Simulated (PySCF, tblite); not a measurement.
# C₆H₁₁BN₂O: geometry, infrared bands and NMR shifts

Aim: predict the infrared bands and NMR shifts of C₆H₁₁BN₂O (`CC(C)OCC#[N+][BH2-]C#N`).

Computed with tblite 0.8.0 and PySCF 2.14.0, with density-fitted response routines of our own, on a single molecule in the gas phase. Atoms are numbered from 0 throughout.

### 1 The molecule as given

21 atoms, charge 0, multiplicity 1; geometry from: force field or distance geometry start.

Bonds of the start (Å): C0–C1 1.52, C1–C2 1.52, C1–O3 1.36, O3–C4 1.35, C4–C5 1.45, C5–N6 1.17, N6–B7 1.50, B7–C8 1.53, C8–N9 1.16, C0–H10 1.13, C0–H11 1.10, C0–H12 1.12, C1–H13 1.09, C2–H14 1.11, C2–H15 1.10, C2–H16 1.13, C4–H17 1.13, C4–H18 1.12, B7–H19 1.21, B7–H20 1.19.

### 2 Optimising the geometry with GFN2-xTB

What the job is given:

```
{"job": {"kind": "relax", "xc": "GFN2-xTB", "basis": "xTB"}, "charge": 0, "multiplicity": 1}
C     -2.609400     1.028900    -0.660400
C     -1.300900     0.568700    -0.040800
C     -1.235400     1.240000     1.321600
O     -1.394500    -0.783500     0.024100
C     -0.535300    -1.560000    -0.661200
C      0.863500    -1.373200    -0.330200
N      1.989700    -1.238300    -0.061800
B      3.441900    -1.092700     0.296600
C      3.683600     0.403700     0.497300
N      3.838000     1.543900     0.651300
H     -3.337400     0.161700    -0.727300
H     -2.441700     1.478200    -1.655200
H     -3.138000     1.772500    -0.004400
H     -0.492100     0.939700    -0.673900
H     -0.777600     2.241500     1.148400
H     -0.648400     0.609200     1.998700
H     -2.286100     1.348600     1.714100
H     -0.632100    -1.383000    -1.774800
H     -0.846800    -2.634200    -0.543300
H      3.699100    -1.683200     1.316100
H      4.150900    -1.571500    -0.526100
```

The run is started by

```bash
OMP_NUM_THREADS=1 python probes_run.py task.json out
```

One launch serves the whole session: the jobs run in the order shown.

**Question.** This job is followed by: GFN2-xTB harmonic vibrations, gas phase; GIAO PBE0/pcSseg-1 NMR shielding, non-relativistic, gas phase. Predict these results of the whole session: strongest single infrared mode (GFN2-xTB); zero-point energy (GFN2-xTB); 13C shifts against TMS (PBE0/pcSseg-1, means over atoms taken as alike); 1H shifts against TMS (PBE0/pcSseg-1, means over atoms taken as alike); 17O shifts against H2O (PBE0/pcSseg-1); 15N shifts against NH3 (PBE0/pcSseg-1); 11B shifts against BF3·OEt2 (PBE0/pcSseg-1).

The runs gave:

| quantity | value |
| --- | --- |
| strongest single infrared mode (GFN2-xTB) | 2341 cm⁻¹, 238 km/mol |
| zero-point energy (GFN2-xTB) | 102.4 kcal/mol |
| 13C shifts against TMS (PBE0/pcSseg-1, means over atoms taken as alike) | 134.5, 122.1, 77.2, 55.0, 22.7 ppm |
| 1H shifts against TMS (PBE0/pcSseg-1, means over atoms taken as alike) | 4.71, 4.17, 2.35, 1.36 ppm |
| 17O shifts against H2O (PBE0/pcSseg-1) | 62.7 ppm |
| 15N shifts against NH3 (PBE0/pcSseg-1) | 327.1, 234.7 ppm |
| 11B shifts against BF3·OEt2 (PBE0/pcSseg-1) | -42.2 ppm |

What this shows: Over 156 steps the energy fell by 0.813 eV; of the close pairs, C1–O3 changed most, 1.357 to 1.435 Å. All 57 modes are real, so the xTB geometry is a minimum. The strongest single mode, at 2341 cm⁻¹, is spread over several atoms, C5, C8, N6, N9 among them. Unscaled tight-binding wavenumbers are off by several per cent, some by more. Its intensities can rank the bands wrongly. The most deshielded hydrogen is H17, H18 (mean) (hydrogen on an sp3 CH2 bonded to O, α to a nitrile), at 4.71 ppm: its carbon carries O, which withdraws density. At PBE0/pcSseg-1: The largest span, 520 ppm, is at N9, where the paramagnetic term is -401 ppm.
